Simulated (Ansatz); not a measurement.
Crystal: SnCl.

```
CELL_PARAMETERS angstrom
3.49755 0.00000 0.00000
-1.74877 3.02896 0.00000
0.00000 0.00000 10.06221
ATOMIC_POSITIONS crystal
Sn 0.66667 0.33333 0.82051
Sn 0.33333 0.66667 0.32051
Cl 0.66667 0.33333 0.55449
Cl 0.33333 0.66667 0.05449
```

The cell comes from a database or a generator and needn't be the stable form of this composition.

* Program: Ansatz 0.2.0
* Task: relaxation of cell and atoms
* Functional: PBE
* Potentials or basis: Ansatz PAW
* Cutoff: 420 eV (not typed: the program's choice for these potentials)
* k mesh: 9 × 9 × 3
* Occupations: fermi-dirac, width 0.05 eV
* Spin: no spin polarisation

At the start: volume 26.65 Å³/atom.

Problem. How do energy, volume and symmetry change on relaxing?

Solution. It ends after 7 steps and the volume is 27.14 Å³/atom (+1.8 %); space group P6_3mc (No. 186, to 0.05 Å).

Step by step:
```
step  energy change (eV)  largest force (eV/Å)  volume (Å³)
   1              0.0000                0.0993       106.60
   2             -0.0033                0.0919       105.67
   3             -0.0068                0.1560       105.82
   4             -0.0185                0.0768       107.65
   5             -0.0220                0.0210       108.02
   6             -0.0225                0.0020       108.55
   7             -0.0228                0.0022       108.55
```

Final structure:
```
CELL_PARAMETERS angstrom
3.49701 0.00000 0.00000
-1.74851 3.02850 0.00000
0.00000 0.00000 10.24968
ATOMIC_POSITIONS crystal
Sn 0.66667 0.33333 0.81042
Sn 0.33333 0.66667 0.31042
Cl 0.66667 0.33333 0.56458
Cl 0.33333 0.66667 0.06458
```

Caveat: the plane-wave basis is chosen anew once the cell has moved, so the energies of steps on either side of that aren't comparable.
